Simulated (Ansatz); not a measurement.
# Zr5Ga4: the cost of one run

Computed with Ansatz 0.2.0 (DFT, PBE, plane-wave PAW, default files, scalar-relativistic, as far as a step names no other, unless a step's input says otherwise).

**1. The structure to begin with**

It takes space group P6_3/mcm (No. 193, hexagonal). Conventional cell: a = 8.376 Å, b = 8.376 Å, c = 5.755 Å, α = 90.00°, β = 90.00°, γ = 120.00°. Around Zr (site symmetry 32) lie 2 Zr at 2.88 Å and 6 Ga at 2.99 Å. Around Zr (site symmetry m2m) lie 7 Ga at 2.72 to 3.01 Å. Ga (site symmetry -3m) is surrounded by 6 Zr at 2.72 Å and 2 Ga at 2.88 Å. Ga (site symmetry m2m) has 9 Zr at 2.85 to 3.01 Å as nearest neighbours.

Structure file:

```cif
data_structure
_symmetry_space_group_name_H-M 'P 1'
_symmetry_Int_Tables_number 1
_cell_length_a 8.3759
_cell_length_b 8.3759
_cell_length_c 5.7552
_cell_angle_alpha 90.000
_cell_angle_beta 90.000
_cell_angle_gamma 120.000
_cell_volume 349.66
loop_
_atom_site_label
_atom_site_type_symbol
_atom_site_fract_x
_atom_site_fract_y
_atom_site_fract_z
_atom_site_occupancy
Zr1 Zr 0.33333 0.66667 0.50000 1
Zr2 Zr 0.66667 0.33333 0.50000 1
Zr3 Zr 0.66667 0.33333 0.00000 1
Zr4 Zr 0.33333 0.66667 0.00000 1
Zr5 Zr 0.72446 0.00000 0.25000 1
Zr6 Zr 0.00000 0.72446 0.25000 1
Zr7 Zr 0.27554 0.27554 0.25000 1
Zr8 Zr 0.27554 0.00000 0.75000 1
Zr9 Zr 0.00000 0.27554 0.75000 1
Zr10 Zr 0.72446 0.72446 0.75000 1
Ga1 Ga 0.00000 0.00000 0.50000 1
Ga2 Ga 0.00000 0.00000 0.00000 1
Ga3 Ga 0.37957 0.00000 0.25000 1
Ga4 Ga 0.00000 0.37957 0.25000 1
Ga5 Ga 0.62043 0.62043 0.25000 1
Ga6 Ga 0.62043 0.00000 0.75000 1
Ga7 Ga 0.00000 0.62043 0.75000 1
Ga8 Ga 0.37957 0.37957 0.75000 1
```

**2. Single point at the given positions**

File input.yaml:

```yaml
crystal:
  lattice:
    - [8.375870045, 0.0, 0.0]
    - [-4.1879350225, 7.2537162378, 0.0]
    - [0.0, 0.0, 5.75520262]
  atoms:
    - { symbol: Zr, position: [0.3333333333, 0.6666666667, 0.5] }
    - { symbol: Zr, position: [0.6666666667, 0.3333333333, 0.5] }
    - { symbol: Zr, position: [0.6666666667, 0.3333333333, 0.0] }
    - { symbol: Zr, position: [0.3333333333, 0.6666666667, 0.0] }
    - { symbol: Zr, position: [0.72446174, 0.0, 0.25] }
    - { symbol: Zr, position: [0.0, 0.72446174, 0.25] }
    - { symbol: Zr, position: [0.27553826, 0.27553826, 0.25] }
    - { symbol: Zr, position: [0.27553826, 0.0, 0.75] }
    - { symbol: Zr, position: [0.0, 0.27553826, 0.75] }
    - { symbol: Zr, position: [0.72446174, 0.72446174, 0.75] }
    - { symbol: Ga, position: [0.0, 0.0, 0.5] }
    - { symbol: Ga, position: [0.0, 0.0, 0.0] }
    - { symbol: Ga, position: [0.37956666, 0.0, 0.25] }
    - { symbol: Ga, position: [0.0, 0.37956666, 0.25] }
    - { symbol: Ga, position: [0.62043334, 0.62043334, 0.25] }
    - { symbol: Ga, position: [0.62043334, 0.0, 0.75] }
    - { symbol: Ga, position: [0.0, 0.62043334, 0.75] }
    - { symbol: Ga, position: [0.37956666, 0.37956666, 0.75] }
kpoints:
  mp_grid: { grid: [4, 4, 5] }
scf:
  occupations: { method: fermi_dirac, width: 0.05 }
hamiltonian:
  xc: pbe
  pseudopotentials: { kind: paw }
output:
  forces: true
  stress: true
  populations: true
  efg:
    quadrupole_moments_barn: { Zr: -0.176, Ga: 0.107 }
    contact_densities: true
```

Command:

```
$ ansatz run input.yaml --threads 1 --pin off --max-ram 2560MiB --backend cpu --events-out ev --progress --plain --runs-dir out
```

**Question.** How long does this run take on 1 thread of Intel Xeon 6975P-C (Granite Rapids), shared host, and how much memory does it need?

About 31 s, with a peak of 1 GiB.
